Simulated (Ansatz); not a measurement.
# CH₆SiTe: one species, many methods

One table from this session's results is given with a row withheld; the runs are named, their logs left out.

Method: functionals in def2-TZVPP, the program's frozen cores in correlated methods; program: Ansatz 0.2.0, Gaussian basis.

Plan: LDA (SPW92), PBE-D4, revPBE-D4, BLYP-D4, r2SCAN-D4, B97M-V, PBE0-D4, B3LYP-D4, r2SCANh-D4, r2SCAN0-D4, HSE06-D4, BHLYP-D4, CAM-B3LYP-D4, LC-ωPBE, ωB97X-V, ωB97M-V, B2PLYP, PBE-QIDH; CCSD(T)/def2-SVP; CCSD(T)/def2-TZVPP; MP2/def2-QZVPP; extrapolation to the limit; RPA on PBE.

## The relaxed structure

An earlier PBE0-D4 in a triple-zeta def2 set relaxation fixed the geometry. Te takes the def2 core potential; no spin-orbit term is included.

9 atoms, charge 0, spin multiplicity 1.

Atoms are counted from 1 here; the program's logs count them from 0.

Bond lengths: C1–Si2 1.867 Å, C1–H4 1.094 Å, C1–H5 1.091 Å, C1–H6 1.092 Å, Si2–Te3 2.500 Å, Si2–H7 1.487 Å, Si2–H8 1.486 Å, Te3–H9 1.658 Å. Angles: Si2–C1–H4 110.3°, Si2–C1–H5 110.6°, Si2–C1–H6 110.6°, H4–C1–H5 108.7°, H4–C1–H6 108.3°, H5–C1–H6 108.2°, C1–Si2–Te3 112.6°, C1–Si2–H7 111.4°, C1–Si2–H8 110.5°, Te3–Si2–H7 103.6°, Te3–Si2–H8 109.7°, H7–Si2–H8 108.9°, Si2–Te3–H9 91.7°.

Coordinates:

```xyz
9

C    -0.7936    0.7263   -0.6091
Si    0.3777   -0.6866   -0.2664
Te    1.9804   -0.1798    1.5844
H    -1.4563    0.4752   -1.4420
H    -0.2400    1.6320   -0.8624
H    -1.4098    0.9363    0.2677
H     1.2622   -0.9522   -1.4316
H    -0.3805   -1.9243    0.0533
H     0.7482   -0.0732    2.6890
```

The first run:

in.yaml reads:

```yaml
crystal:
  periodic: [false, false, false]
  atoms:
    - {symbol: C, position_ang: [-0.793631, 0.726284, -0.609059]}
    - {symbol: Si, position_ang: [0.377728, -0.686596, -0.266389]}
    - {symbol: Te, position_ang: [1.980435, -0.179839, 1.584402]}
    - {symbol: H, position_ang: [-1.456289, 0.475185, -1.442029]}
    - {symbol: H, position_ang: [-0.239951, 1.632043, -0.862383]}
    - {symbol: H, position_ang: [-1.409751, 0.936321, 0.267719]}
    - {symbol: H, position_ang: [1.262228, -0.952214, -1.431601]}
    - {symbol: H, position_ang: [-0.380535, -1.924276, 0.053295]}
    - {symbol: H, position_ang: [0.748166, -0.073211, 2.689045]}
basis:
  gaussian: {orbitals: def2-TZVPP}
hamiltonian: {xc: lda}
output: {orbitals: {seedname: orbitals}}
```

Among the steps run: LDA; PBE-D4 (GGA); revPBE-D4 (GGA); BLYP-D4 (GGA); r2SCAN-D4 (meta-GGA); B97M-V (meta-GGA); PBE0-D4 (hybrid); B3LYP-D4 (hybrid); r2SCANh-D4 (hybrid); r2SCAN0-D4 (hybrid); HSE06-D4 (hybrid); BHLYP-D4 (hybrid); CAM-B3LYP-D4 (range-separated); LC-ωPBE-D4 (range-separated; the results give it without D4); ωB97X-V (range-separated); ωB97M-V (range-separated); B2PLYP (double hybrid); PBE-QIDH (double hybrid).

One table of the session follows, with a row left open; its other results are not shown here.

It belongs to the step «Frontier levels by functional». 

```
  functional  HOMO (eV)  gap (eV)
 LDA (SPW92)          ?         ?
      PBE-D4      -5.38      4.08
   revPBE-D4      -5.33      4.10
     BLYP-D4      -5.20      4.00
   r2SCAN-D4      -5.62      4.55
      B97M-V      -5.63      4.47
     PBE0-D4      -6.40      5.91
    B3LYP-D4      -6.18      5.46
  r2SCANh-D4      -5.99      5.22
  r2SCAN0-D4      -6.56      6.21
    HSE06-D4      -6.01      5.15
    BHLYP-D4      -7.26      7.62
CAM-B3LYP-D4      -7.60      8.12
     LC-ωPBE      -8.90     10.54
     ωB97X-V      -8.59     10.10
     ωB97M-V      -8.48      9.79
```

**Question.** Estimate the row for LDA (SPW92).

**Answer.** HOMO (eV): -5.51; gap (eV): 4.07. In the column «HOMO (eV)» it lies between r2SCAN-D4 (-5.62) and PBE-D4 (-5.38).
